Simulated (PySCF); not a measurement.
**MnBr2: doublet, from a bent start**

Aim: relax MnBr2 as a doublet from a hand-made bent geometry, check by its vibrations whether the end is a minimum, and collect its spectrum and constants.

Method: PBE0, basis Mn def2-SVP, Br def2-SVP, no relativity, density fitting; program: PySCF 2.14.0.

## (1) Where the work starts

3 atoms, charge 0, spin multiplicity 2.

Bond lengths: Mn1–Br2 2.330 Å, Mn1–Br3 2.330 Å. Angles: Br2–Mn1–Br3 110.0°.

```xyz
3
charge 0 multiplicity 2
Mn    0.0000    0.0000   -0.9913
Br    1.9086    0.0000    0.3451
Br   -1.9086    0.0000    0.3451
```

## (2) Relaxation: bent start, doublet

One driver script runs all steps and calls PySCF; scf.py shows how it sets up the SCF of each step. The optimiser is the driver's own. Before each start the driver seeks the lowest SCF state from one or more starting densities and follows internal instabilities, so scf.py alone need not reach the same state.

The program finds C2v symmetry in the start, which this walk keeps. Threshold on the gradient: 0.0003 Eh/bohr, with a further test on the energy change.

File scf.py:

```python
from pyscf import gto, scf, dft
mol = gto.M(atom='''
Mn     0.000000     0.000000    -0.991344
Br     1.908600    -0.000000     0.345056
Br    -1.908600     0.000000     0.345056''',
    basis={'Mn': 'def2-SVP', 'Br': 'def2-SVP'},
    charge=0, spin=1)
mf = dft.UKS(mol, xc='PBE0')
mf.grids.atom_grid = (50, 194)
aux = {'Mn': 'def2-universal-JKFIT', 'Br': 'def2-universal-JKFIT'}
mf = mf.density_fit(auxbasis=aux)
mf.kernel()
```

The runs that follow: Frequencies.

What does the calculation give? Wanted: minimum; geometry; wavenumbers; dipole moment; highest occupied, lowest empty level; polar-tensor charge of Mn1; zero-point energy; atomisation energy; ⟨S²⟩.

The runs gave:

| quantity | value |
| --- | --- |
| minimum | broken-symmetry (Ms = 1/2), D∞h |
| geometry | Mn–Br 2.301 Å (×2); Br–Mn–Br 180.0° |
| wavenumbers (cm⁻¹) | 57, 57, 212, 403 |
| dipole moment | 0.00 D |
| highest occupied, lowest empty level (either spin) | -7.95, -3.53 eV |
| polar-tensor charge of Mn1 | +1.27 e |
| zero-point energy | 4.4 kJ/mol |
| entropy at 298.15 K | 311.4 J/(mol K) |
| atomisation energy (no zero-point energy) | 437 kJ/mol |
| ⟨S²⟩ | 2.722 |

In words: The bent start (C2v) ends in a minimum of D∞h symmetry. The determinant is spin-contaminated (⟨S²⟩ = 2.72 against 0.75), so it is no pure spin state. In the infrared the band at 403 cm⁻¹ leads. Mn1 has a polar-tensor charge of +1.3 e (a dipole derivative, not a static charge), yet symmetry cancels the bond dipoles. Other starts or spin states, not run here, may lie lower. The SCF density has lower symmetry than the nuclear frame. The soft modes, below some 90 cm⁻¹, carry numerical noise of tens of cm⁻¹, and the entropy with them. One determinant may miss the lowest occupation of an open d or f shell.
